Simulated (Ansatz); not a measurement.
# CsLiZnSe3: a short molecular-dynamics run

A trajectory of CsLiZnSe3, a randomly packed cell with 12 atoms that was not relaxed first: 40 steps of 0.5 fs at constant energy, with velocities drawn for 600 K.

All numbers below are computed with Ansatz 0.2.0 (DFT PBE, plane waves, PAW, scalar-relativistic, no spin polarisation).

## Step 1: The structure to begin with

The cell holds 12 atoms (Cs2Li2Se6Zn2): a = 5.919 Å, b = 7.090 Å, c = 7.987 Å, α = 83.33°, β = 100.95°, γ = 95.07°.

Structure file:

```xyz
12
Lattice="5.9047 -0.2055 -0.3596 -0.3265 7.0192 0.9461 -1.0446 -0.1783 7.9159" Properties=species:S:1:pos:R:3 pbc="T T T"
Li    2.9252    5.2116    1.7139
Li    2.6961    0.9194    6.0365
Cs    0.0728    5.3131    3.6792
Cs   -0.6272    6.3315    7.6318
Se    5.0057    0.9551    0.9110
Se    3.3679    2.9510    0.3190
Se    4.2308    3.0475    5.4318
Se    2.3935    2.8772    3.0588
Se    0.9479    2.9376    5.9611
Se    2.4251    0.7604    1.4741
Zn    3.1499    6.7725    4.6468
Zn   -0.3554    1.8153    3.7925
```

## Step 2: Dynamics

input.yaml reads:

```yaml
crystal:
  lattice:
    - [5.904717, -0.205526, -0.359573]
    - [-0.326469, 7.019225, 0.946131]
    - [-1.044632, -0.178263, 7.915921]
  atoms:
    - { symbol: Li, position: [0.564277, 0.762837, 0.150963] }
    - { symbol: Li, position: [0.602095, 0.168163, 0.769826] }
    - { symbol: Cs, position: [0.121829, 0.770115, 0.378267] }
    - { symbol: Cs, position: [0.096759, 0.926638, 0.857746] }
    - { symbol: Se, position: [0.880828, 0.165304, 0.135335] }
    - { symbol: Se, position: [0.597274, 0.438281, 0.015041] }
    - { symbol: Se, position: [0.861086, 0.476356, 0.668366] }
    - { symbol: Se, position: [0.492463, 0.433391, 0.35698] }
    - { symbol: Se, position: [0.311473, 0.445762, 0.713917] }
    - { symbol: Se, position: [0.451599, 0.126415, 0.191626] }
    - { symbol: Zn, position: [0.676807, 0.997333, 0.498561] }
    - { symbol: Zn, position: [0.034099, 0.271003, 0.448259] }
kpoints:
  mp_grid: { grid: [3, 2, 2] }
magnetization:
  spin_polarized: false
scf:
  occupations: { method: fermi_dirac, width: 0.1 }
hamiltonian:
  pseudopotentials: { kind: paw }
  xc: pbe
basis:
  ecutwfc: 420
md:
  timestep: 0.5
  n_steps: 40
  ensemble: nve
  temperature: 600.0
  initial_velocities: maxwell_boltzmann
  seed: 334723
```

Started as:

```
> ansatz run input.yaml --threads 2 --pin off --max-ram 2560MiB --backend cpu --events-out ev --progress --plain --runs-dir out
```

Output (excerpt; [...] marks lines left out):

```text
Warning: md: disabling space-group detection — thermal motion breaks the input geometry's symmetry, so no spatial operation reduces the k-mesh or symmetrises the density; time reversal is kept, so that k and −k are solved as one point where they differ and the mesh holds both, and exact [...]
Warning: RAYON_NUM_THREADS=2 ignored (pool sized by the plan → 2); use --threads N
[...]
Pseudopotentials: kind: paw
Pseudopotential: Li, paw, valence charge 3, recommended cutoff 420 eV (normal), Li.paw.azcp
Pseudopotential: Cs, paw, valence charge 9, recommended cutoff 420 eV (normal), Cs.paw.azcp
Pseudopotential: Se, paw, valence charge 16, recommended cutoff 420 eV (normal), Se.paw.azcp
Pseudopotential: Zn, paw, valence charge 12, recommended cutoff 420 eV (normal), Zn.paw.azcp
Functional definition: PBE
[...]
Crystal: 12 atoms, lattice volume = 326.098 Å³
Basis set: ecut = 420 eV, 6343 PW (Γ), exchange–correlation on 80×96×108 points (8 copies of the dense FFT grid, shifted against one another)
Bands: 87, of which v1, the nominal top of the filled ones, is band 72 counted from 1 (71 counted from 0)
Symmetry: 1 space group operations
k-points: 8 of 12 (time reversal used)
[...]
SCF iter   1: F=—  HF=-51204.502938 eV  |F-HF|=—  |Δ(HF+E_count)|=         —  Δρ=4.09e-3  dr2=8.84e-2  ethr=1.77e-3  ⟨swp⟩=7.0  Hψ=2726  notcnv=0  defer=12
[...]
md step     0: t =     0.00 fs  T =   600.0 K  F+E_penalty+E_count = -51204.48420300 eV  E_kin = 0.853116 eV  conserved = -51203.63108700 eV  (11 SCF iters)
[...]
md step     1: t =     0.50 fs  T =   598.7 K  F+E_penalty+E_count = -51204.48240594 eV  E_kin = 0.851319 eV  conserved = -51203.63108694 eV  (8 SCF iters)
[...]
SCF iter   1: F=—  HF=-51204.481276 eV  |F-HF|=—  |Δ(HF+E_count)|=         —  Δρ=2.83e-4  dr2=4.24e-4  ethr=2.85e-7  ⟨swp⟩=2.2  Hψ=2840  notcnv=0
```

## Step 3: The output, continued

The log, continued (excerpt; [...] marks lines left out):

```text
[...]
SCF iter   2: F=—  HF=-51204.481233 eV  |F-HF|=—  |Δ(HF+E_count)|=   4.29e-5  Δρ=1.37e-4  dr2=9.80e-5  ethr=2.85e-7  ⟨swp⟩=2.0  Hψ=1142  notcnv=0
[...]
md step     2: t =     1.00 fs  T =   597.9 K  F+E_penalty+E_count = -51204.48125813 eV  E_kin = 0.850171 eV  conserved = -51203.63108693 eV  (8 SCF iters)
[...]
md step    11: t =     5.50 fs  T =   610.9 K  F+E_penalty+E_count = -51204.49964675 eV  E_kin = 0.868557 eV  conserved = -51203.63109008 eV  (3 SCF iters)
[...]
md step    20: t =    10.00 fs  T =   657.1 K  F+E_penalty+E_count = -51204.56542836 eV  E_kin = 0.934330 eV  conserved = -51203.63109858 eV  (8 SCF iters)
[...]
md step    29: t =    14.50 fs  T =   728.9 K  F+E_penalty+E_count = -51204.66747191 eV  E_kin = 1.036360 eV  conserved = -51203.63111162 eV  (2 SCF iters)
[...]
md step    40: t =    20.00 fs  T =   833.8 K  F+E_penalty+E_count = -51204.81663127 eV  E_kin = 1.185499 eV  conserved = -51203.63113260 eV  (8 SCF iters)
SCF converged after 8 iterations
Free energy (F): -51204.816631 eV
[...]
E sigma→0 (E₀):  -51204.701863 eV
Entropy (-TS):   -0.229537 eV (-19.128 meV/atom)
Fermi energy:    6.781328 eV
[...]
--- Forces (eV/Å), atoms counted from 1 ---
  atom   1  Li    -0.01789205    -0.14212927     0.16435549
  atom   2  Li    -0.07000278     0.40796967     0.19643528
  atom   3  Cs    -0.39401367    -0.21182771     0.00322827
  atom   4  Cs    -0.00547148    -0.43571527    -0.39947810
  atom   5  Se     0.93470586    -0.57176973     0.60955327
  atom   6  Se    -0.12702687     1.67383446    -1.10337630
  atom   7  Se     0.45601738    -0.07707688    -0.22188396
  atom   8  Se     0.10931933     0.51750311     0.54073073
[...]
--- MD trajectory: 40 steps, t = 0.0 → 20.0 fs ---
  final state: T = 833.8 K   F+E_penalty+E_count = -51204.81663127 eV   E_kin = 1.185499 eV
  conserved energy: peak-to-peak 4.567e-5 eV (3.806e-6 eV/atom) over 20.0 fs
```

It took 89 s on 2 threads of AMD EPYC 9R45 (Zen 5), shared host; peak memory 0.91 GiB.

## Step 4: The trajectory

One step in 3; energies are changes from step 0; msd is the mean square displacement from the start, the centre of mass held:

```
time (fs)  T (K)  potential energy change (meV/atom)  total energy change (meV/atom)  msd Li (Å²)  msd Zn (Å²)  msd Se (Å²)  msd Cs (Å²)
      0.0    600                                 0.0                            0.00        0.000        0.000        0.000        0.000
      1.5    598                                 0.3                            0.00        0.000        0.000        0.000        0.000
      3.0    599                                 0.1                            0.00        0.002        0.000        0.000        0.000
      4.5    605                                -0.6                            0.00        0.004        0.000        0.000        0.000
      6.0    614                                -1.7                            0.00        0.006        0.001        0.001        0.000
      7.5    628                                -3.3                            0.00        0.010        0.001        0.001        0.001
      9.0    644                                -5.2                            0.00        0.014        0.002        0.001        0.001
     10.5    664                                -7.6                            0.00        0.020        0.003        0.002        0.001
     12.0    686                               -10.2                            0.00        0.026        0.003        0.003        0.001
     13.5    711                               -13.2                            0.00        0.033        0.004        0.003        0.002
     15.0    738                               -16.3                            0.00        0.041        0.005        0.004        0.002
     16.5    766                               -19.7                            0.00        0.051        0.006        0.005        0.003
     18.0    795                               -23.1                            0.00        0.061        0.007        0.006        0.003
     19.5    824                               -26.6                            0.00        0.073        0.009        0.008        0.004
     20.0    834                               -27.7                            0.00        0.077        0.009        0.008        0.004
```

time (fs), T (K) and a bar:
```
      0.0        600 
      1.0        598 
      1.5        598 
      2.5        598 
      3.5        601 
      4.5        605 #
      5.0        608 #
      6.0        614 ##
      7.0        623 ###
      8.0        633 ####
      8.5        638 #####
      9.5        651 #######
     10.5        664 ########
     11.5        679 ##########
     12.0        686 ###########
     13.0        703 #############
     14.0        720 ################
     15.0        738 ##################
     15.5        747 ###################
     16.5        766 #####################
     17.5        785 ########################
     18.5        805 ##########################
     19.0        814 ############################
     20.0        834 ##############################
```

Pair distribution over the second half of the run:

```
r (Å)  g Se–Se  g Li–Se
 0.68     0.00     0.00
 0.84     0.00     0.00
 1.00     0.00     0.00
 1.16     0.00     0.00
 1.32     0.00     0.00
 1.48     0.00     0.00
 1.64     0.00     0.00
 1.80     0.00     0.00
 1.96     0.00     0.00
 2.12     0.00     0.00
 2.28     0.00     0.00
 2.44     0.00     0.61
 2.60     4.99     3.34
 2.76     4.06     3.66
```

## Step 5: Frames from the trajectory

Positions (Å) and forces (eV/Å):

```xyz
12
Lattice="5.905 -0.206 -0.360 -0.326 7.019 0.946 -1.045 -0.178 7.916" Properties=species:S:1:pos:R:3:forces:R:3 pbc="T T T" time_fs=2.5 T=598 dE=0.0025
Li    2.950    5.240    1.695    0.150   -0.268    0.118
Li    2.715    0.920    6.024    0.157    0.722    0.110
Cs    0.079    5.312    3.679   -0.286   -0.187   -0.006
Cs   -0.623    6.327    7.639   -0.051   -0.406   -0.253
Se    5.007    0.973    0.899    1.179   -0.637    0.582
Se    3.367    2.957    0.317   -0.153    2.098   -1.541
Se    4.231    3.052    5.432    0.455   -0.330   -0.131
Se    2.390    2.873    3.060   -0.125    0.934    0.838
Se    0.943    2.934    5.959   -0.359   -0.216    0.715
Se    2.418    0.759    1.473   -0.778   -2.044   -0.294
Zn    3.152    6.768    4.655   -0.123    0.370   -0.173
Zn   -0.364    1.804    3.793   -0.065   -0.035    0.036
12
Lattice="5.905 -0.206 -0.360 -0.326 7.019 0.946 -1.045 -0.178 7.916" Properties=species:S:1:pos:R:3:forces:R:3 pbc="T T T" time_fs=5.0 T=608 dE=-0.0109
Li    2.977    5.265    1.678    0.135   -0.263    0.132
Li    2.734    0.926    6.013    0.131    0.721    0.125
Cs    0.086    5.311    3.679   -0.301   -0.184   -0.011
Cs   -0.619    6.323    7.645   -0.047   -0.409   -0.273
Se    5.008    0.989    0.887    1.172   -0.643    0.580
Se    3.366    2.965    0.315   -0.146    2.058   -1.501
Se    4.232    3.056    5.433    0.448   -0.317   -0.132
Se    2.386    2.870    3.061   -0.098    0.893    0.799
Se    0.937    2.931    5.958   -0.349   -0.208    0.711
Se    2.410    0.757    1.472   -0.759   -1.993   -0.257
Zn    3.153    6.764    4.662   -0.125    0.371   -0.210
Zn   -0.373    1.792    3.793   -0.060   -0.026    0.036
12
Lattice="5.905 -0.206 -0.360 -0.326 7.019 0.946 -1.045 -0.178 7.916" Properties=species:S:1:pos:R:3:forces:R:3 pbc="T T T" time_fs=7.5 T=628 dE=-0.0393
Li    3.004    5.289    1.662    0.117   -0.252    0.143
Li    2.755    0.939    6.003    0.104    0.708    0.139
Cs    0.092    5.310    3.679   -0.317   -0.183   -0.013
Cs   -0.615    6.319    7.652   -0.041   -0.412   -0.293
Se    5.011    1.006    0.876    1.154   -0.642    0.580
Se    3.365    2.975    0.311   -0.141    2.010   -1.451
Se    4.233    3.059    5.433    0.442   -0.300   -0.137
Se    2.382    2.867    3.063   -0.069    0.843    0.759
Se    0.931    2.927    5.958   -0.337   -0.197    0.706
Se    2.401    0.752    1.470   -0.730   -1.932   -0.221
Zn    3.154    6.760    4.670   -0.127    0.371   -0.244
Zn   -0.382    1.780    3.793   -0.056   -0.015    0.032
12
Lattice="5.905 -0.206 -0.360 -0.326 7.019 0.946 -1.045 -0.178 7.916" Properties=species:S:1:pos:R:3:forces:R:3 pbc="T T T" time_fs=10.0 T=657 dE=-0.0812
Li    3.033    5.310    1.646    0.096   -0.236    0.152
Li    2.777    0.957    5.994    0.077    0.683    0.152
Cs    0.098    5.309    3.678   -0.332   -0.184   -0.014
Cs   -0.610    6.314    7.659   -0.034   -0.416   -0.313
Se    5.014    1.022    0.865    1.125   -0.635    0.582
Se    3.363    2.986    0.305   -0.137    1.955   -1.394
Se    4.235    3.063    5.434    0.437   -0.276   -0.144
Se    2.378    2.865    3.066   -0.036    0.785    0.716
Se    0.925    2.923    5.958   -0.322   -0.184    0.700
Se    2.392    0.747    1.468   -0.690   -1.863   -0.187
Zn    3.156    6.756    4.677   -0.131    0.373   -0.276
Zn   -0.390    1.768    3.793   -0.052   -0.001    0.025
12
Lattice="5.905 -0.206 -0.360 -0.326 7.019 0.946 -1.045 -0.178 7.916" Properties=species:S:1:pos:R:3:forces:R:3 pbc="T T T" time_fs=12.5 T=695 dE=-0.1344
Li    3.062    5.329    1.633    0.072   -0.217    0.158
Li    2.800    0.982    5.987    0.047    0.642    0.163
Cs    0.104    5.308    3.678   -0.347   -0.188   -0.013
Cs   -0.606    6.309    7.665   -0.027   -0.420   -0.333
Se    5.019    1.037    0.854    1.087   -0.624    0.587
Se    3.362    2.998    0.299   -0.134    1.893   -1.329
Se    4.236    3.066    5.434    0.434   -0.245   -0.156
Se    2.374    2.864    3.069   -0.002    0.722    0.672
Se    0.919    2.919    5.959   -0.306   -0.168    0.694
Se    2.382    0.740    1.466   -0.642   -1.785   -0.154
Zn    3.157    6.753    4.684   -0.136    0.374   -0.303
Zn   -0.399    1.756    3.793   -0.048    0.014    0.015
12
Lattice="5.905 -0.206 -0.360 -0.326 7.019 0.946 -1.045 -0.178 7.916" Properties=species:S:1:pos:R:3:forces:R:3 pbc="T T T" time_fs=15.0 T=738 dE=-0.1962
Li    3.092    5.346    1.620    0.045   -0.194    0.162
Li    2.823    1.012    5.980    0.014    0.584    0.174
Cs    0.110    5.307    3.678   -0.362   -0.193   -0.009
Cs   -0.602    6.304    7.671   -0.019   -0.425   -0.354
Se    5.024    1.052    0.844    1.042   -0.609    0.593
Se    3.360    3.012    0.292   -0.132    1.825   -1.259
Se    4.239    3.069    5.434    0.435   -0.203   -0.172
Se    2.370    2.863    3.072    0.035    0.655    0.627
Se    0.912    2.915    5.960   -0.287   -0.150    0.686
Se    2.372    0.731    1.464   -0.585   -1.699   -0.123
Zn    3.158    6.750    4.691   -0.141    0.377   -0.327
Zn   -0.408    1.745    3.794   -0.044    0.032    0.002
12
Lattice="5.905 -0.206 -0.360 -0.326 7.019 0.946 -1.045 -0.178 7.916" Properties=species:S:1:pos:R:3:forces:R:3 pbc="T T T" time_fs=17.5 T=785 dE=-0.2634
Li    3.122    5.362    1.609    0.015   -0.169    0.164
Li    2.846    1.048    5.976   -0.024    0.507    0.185
Cs    0.116    5.305    3.678   -0.378   -0.201   -0.004
Cs   -0.598    6.299    7.677   -0.012   -0.430   -0.376
Se    5.030    1.066    0.835    0.991   -0.591    0.601
Se    3.359    3.028    0.284   -0.130    1.752   -1.183
Se    4.241    3.072    5.434    0.442   -0.148   -0.194
Se    2.366    2.863    3.077    0.072    0.587    0.583
Se    0.905    2.911    5.961   -0.265   -0.131    0.679
Se    2.361    0.721    1.462   -0.521   -1.607   -0.094
Zn    3.158    6.747    4.697   -0.148    0.381   -0.347
Zn   -0.417    1.733    3.794   -0.040    0.051   -0.013
12
Lattice="5.905 -0.206 -0.360 -0.326 7.019 0.946 -1.045 -0.178 7.916" Properties=species:S:1:pos:R:3:forces:R:3 pbc="T T T" time_fs=20.0 T=834 dE=-0.3324
Li    3.153    5.376    1.600   -0.018   -0.142    0.164
Li    2.868    1.087    5.973   -0.070    0.408    0.196
Cs    0.121    5.304    3.677   -0.394   -0.212    0.003
Cs   -0.594    6.294    7.683   -0.005   -0.436   -0.399
Se    5.037    1.080    0.826    0.935   -0.572    0.610
Se    3.357    3.044    0.275   -0.127    1.674   -1.103
Se    4.244    3.075    5.434    0.456   -0.077   -0.222
Se    2.362    2.863    3.081    0.109    0.518    0.541
Se    0.898    2.906    5.963   -0.242   -0.110    0.670
Se    2.350    0.710    1.460   -0.451   -1.508   -0.066
Zn    3.159    6.745    4.704   -0.156    0.385   -0.362
Zn   -0.426    1.721    3.794   -0.037    0.072   -0.031
```

## Step 6: What came out

| quantity | value |
| --- | --- |
| length | 40 steps of 0.5 fs |
| temperature, first and last step | 600 and 834 K |
| temperature, second half | mean 741 K, from 657 to 834 K |
| potential energy, second half | -17 meV/atom from the start |
| largest change of the total energy | 0.00 meV/atom |
| mean square displacement, second half | Li 0.043, Zn 0.005, Se 0.005, Cs 0.002 Å² |

What this shows: The temperature starts at 600 K and averages 741 K in the second half, where it still rises, from 657 to 834 K; the start was no minimum (force components up to 2.1 eV/Å), and the potential energy that it sheds (17 meV/atom) turns into motion. The total energy strays from its start by at most 0.00 meV/atom, under 0.1 % of the mean kinetic energy, so a step of 0.5 fs is short enough over this time. Over the second half Li atoms stand 0.2 Å (root mean square) from where they began, and the farthest move is 0.3 Å. Averages from a run of 20 fs with 12 atoms are rough.
